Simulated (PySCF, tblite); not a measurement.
# 2-furoyl chloride (C₅H₃ClO₂): geometry, infrared bands and NMR shifts

Aim: predict the infrared bands and NMR shifts of 2-furoyl chloride (C₅H₃ClO₂) (`O=C(Cl)c1ccco1`).

Programs: tblite 0.8.0 and PySCF 2.14.0, with density-fitted response routines of our own. Each step states its level of theory. These are calculated values for one molecule in the gas phase, unless marked as measured. Atoms count from 0, in the outputs and in this text.

### Step 1. Starting geometry

11 atoms, charge 0, multiplicity 1; geometry from: force field or distance geometry start.

Bonds of the start (Å): O0–C1 1.25, C1–Cl2 1.74, C1–C3 1.45, C3–C4 1.40, C4–C5 1.42, C5–C6 1.38, C6–O7 1.36, O7–C3 1.36, C4–H8 1.08, C5–H9 1.08, C6–H10 1.08.

### Step 2. Geometry optimisation with GFN2-xTB

Job settings and geometry (Å):

```
{"job": {"kind": "relax", "xc": "GFN2-xTB", "basis": "xTB"}, "charge": 0, "multiplicity": 1}
O      2.709700     0.235300     0.960200
C      2.006100     0.386500    -0.055900
Cl     2.664900     0.911000    -1.581700
C      0.581400     0.123800    -0.044500
C     -0.246100    -0.313400     0.996200
C     -1.556100    -0.408300     0.449100
C     -1.448300    -0.031100    -0.870200
O     -0.159600     0.289100    -1.168600
H      0.075000    -0.529400     2.003000
H     -2.459300    -0.712300     0.966000
H     -2.162100     0.051500    -1.679500
```

Launch:

```bash
$ OMP_NUM_THREADS=1 python probes_run.py task.json out
```

This one command runs all jobs of the session in turn.

**Question.** This job is followed by: GFN2-xTB harmonic vibrations, gas phase; GIAO PBE0/pcSseg-1 NMR shielding, non-relativistic, gas phase. Predict these results of the whole session: strongest single infrared mode (GFN2-xTB); zero-point energy (GFN2-xTB); 13C shifts against TMS (PBE0/pcSseg-1); 1H shifts against TMS (PBE0/pcSseg-1); 17O shifts against H2O (PBE0/pcSseg-1); 35Cl shifts against HCl (PBE0/pcSseg-1).

As calculated:

```
                                 quantity                                  value
strongest single infrared mode (GFN2-xTB)                  1788 cm⁻¹, 470 km/mol
             zero-point energy (GFN2-xTB)                          42.9 kcal/mol
   13C shifts against TMS (PBE0/pcSseg-1)  164.1, 154.5, 151.6, 130.2, 120.9 ppm
    1H shifts against TMS (PBE0/pcSseg-1)                   7.78, 7.77, 6.93 ppm
   17O shifts against H2O (PBE0/pcSseg-1)                       537.3, 316.7 ppm
  35Cl shifts against HCl (PBE0/pcSseg-1)                                427 ppm
```

The optimisation took 22 steps and gained 0.165 eV; among the close pairs (by a distance rule), O0–C1 changed most, from 1.245 to 1.192 Å. No mode is imaginary among the 27: a minimum at this level. The strongest single mode, at 1788 cm⁻¹, moves mainly C1 and O0. GFN2-xTB is a fitted tight-binding method: band positions and strengths are rough. Its intensities can rank the bands wrongly. NICS(1)zz of -26 ppm above the planar ring from C3 marks a diatropic (aromatic) ring current.
